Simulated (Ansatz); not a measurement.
## NbTe under changes of volume

One of the cells (21.934 Å³/atom); the others are scaled copies at fixed shape and fractional positions:

```
Te Nb
1.0
     3.70297    0.00000    0.00000
    -1.85149    3.20687    0.00000
     0.00000    0.00000    3.69421
Te Nb
1 1
Direct
  0.66667 0.33333 0.00000
  0.00000 0.00000 0.50000
```

The cell comes from a database or a generator and needn't be the stable form of this composition.

* Program: Ansatz 0.2.0
* Functional: HSE06
* Potentials or basis: Ansatz PAW
* Cutoff: 420 eV (not typed: the program's choice for these potentials)
* k mesh: 6 × 6 × 4
* Occupations: fermi-dirac, width 0.05 eV
* Spin: no spin polarisation

```csv
volume (Å³/atom),energy over the lowest point (meV/atom),pressure (GPa)
20.618,4.75,3.3
21.057,0.00,0.2
21.496,?,?
21.934,13.81,-5.0
22.373,30.73,-7.2
22.812,53.34,-9.2
23.250,81.03,-11.0
```

Q: What does the run at 21.496 Å³/atom give?

A: Energy over the lowest point 3.30 meV/atom; pressure -2.6 GPa.

Worked out: A Birch-Murnaghan fit of order 3 (a polynomial in V^(-2/3)) to the other rows has its minimum at 21.09 Å³/atom with B0 = V·E''(V) = 140 GPa and B' = 4.5 at fixed shape and positions, which overstates the stiffness. It gives 3.33 meV/atom at 21.496 Å³/atom, against the run's 3.30, and -dE/dV = -2.6 GPa, against -2.6.

Energies are extrapolated to zero smearing.

Caveats: all runs use coarse meshes; the PAW data sets come from PBE, with cores solved anew for the run's functional, which leaves a small shift of forces and pressure; the thresholds are loose for stress.
